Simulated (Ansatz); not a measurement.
# HgPt: how the settings move a single-point run

Question: which choices in the input matter for HgPt?

Program: Ansatz 0.2.0. Level of theory: reference: DFT, LDA, PAW with Ansatz's default frozen-core files, scalar-relativistic. These are calculated values, not measurements.

3 further runs of the same task are left out: 2 that didn't finish, 1 set aside as unsound or not needed.

### Step 1. The structure to begin with

Symmetry: Cm, No. 8, monoclinic system. Conventional cell: a = 4.202 Å, b = 4.202 Å, c = 3.825 Å, α = 90.00°, β = 90.00°, γ = 90.00°. Hg (site symmetry m) is surrounded by 1 Pt at 1.65 Å. Around Pt (site symmetry m) lie 1 Hg at 1.65 Å.

Coordinates:

```cif
data_structure
_symmetry_space_group_name_H-M 'Cm'
_symmetry_Int_Tables_number 8
_cell_length_a 4.2016
_cell_length_b 4.2016
_cell_length_c 3.8250
_cell_angle_alpha 90.000
_cell_angle_beta 90.000
_cell_angle_gamma 90.000
_cell_volume 67.53
loop_
_atom_site_label
_atom_site_type_symbol
_atom_site_symmetry_multiplicity
_atom_site_Wyckoff_symbol
_atom_site_fract_x
_atom_site_fract_y
_atom_site_fract_z
_atom_site_occupancy
Hg1 Hg 2 a 0.89500 0.00000 0.89500 1
Pt1 Pt 2 a 0.60500 0.00000 0.60500 1
```

### Step 2. Reference

The input, input.yaml:

```yaml
crystal:
  lattice:
    - [2.971, 0.0, 0.0]
    - [0.0, 2.971, 0.0]
    - [0.0, 0.0, 3.825]
  atoms:
    - { symbol: Hg, position: [-0.105, -0.105, -0.105] }
    - { symbol: Pt, position: [0.605, 0.605, 0.605] }
kpoints:
  mp_grid: { grid: [10, 10, 8] }
scf:
  occupations: { method: fermi_dirac, width: 0.05 }
hamiltonian:
  xc: lda
  pseudopotentials: { kind: paw }
output:
  forces: true
  stress: true
  eigenvalues: true
  efg: { contact_densities: true }
  populations: true
  write_density: true
  write_potential: true
  elf: true
  volumetric_format: npy
```

Command:

```
$ ansatz run input.yaml --threads 1 --pin off --max-ram 2048MiB --backend cpu --events-out ev --progress --plain --runs-dir out
```

### Step 3. Variant: xc r2scan, ecutwfc 200 eV

input.yaml, as its differences from that of step 2:

```diff
@@ -13,3 +13,3 @@
 hamiltonian:
-  xc: lda
+  xc: r2scan
   pseudopotentials: { kind: paw }
@@ -21,5 +21,3 @@
   populations: true
-  write_density: true
-  write_potential: true
-  elf: true
-  volumetric_format: npy
+basis:
+  ecutwfc: "200 eV"
```

Q: Predict the outcome of this session. Wanted: for each run, ending; energy change; pressure; gap; force.

**Answer**, as computed:

```tsv
run	ending	energy change	pressure (GPa)	gap (eV)	force (eV/Å)	cycles	time
reference	converged	-	279.1	0.00	99.15	8	25 s
1: xc r2scan, ecutwfc 200 eV	converged	not comparable	284.8	0.00	98.32	9	18 s
```

Times don't compare one to one where runs were asked for different outputs or read a saved state (see the inputs); cycles may leave out searches for a lower state.

Residual by cycle in the longest SCF loop of each run; runs are numbered as in the table. The quantity is the density residual dr2, in eV.

```tsv
cycle	reference	run 1
1	0.312	3.72
2	0.0984	0.64
3	0.00206	0.0344
4	1.5e-4	0.00502
5	1.3e-5	3.7e-4
6	1.1e-6	4.1e-5
7	1.1e-7	3.0e-6
8	8.9e-9	1.0e-7
9	-	8.7e-9
```

**Reading.** After a change of functional the difference of the totals has no physical meaning; the pressure goes from 279.1 to 284.8 GPa and the largest force goes from 99.15 to 98.32 eV/Å. The cutoff changed too. The cutoff is under what these potentials recommend, as the log warns, so basis error is mixed in. Run 1 ran under the cutoff that the potentials recommend, as the log warns, so basis error is mixed into its values. The structure is not at rest: the sound run finds 279 GPa, so these are no properties of the relaxed crystal. 
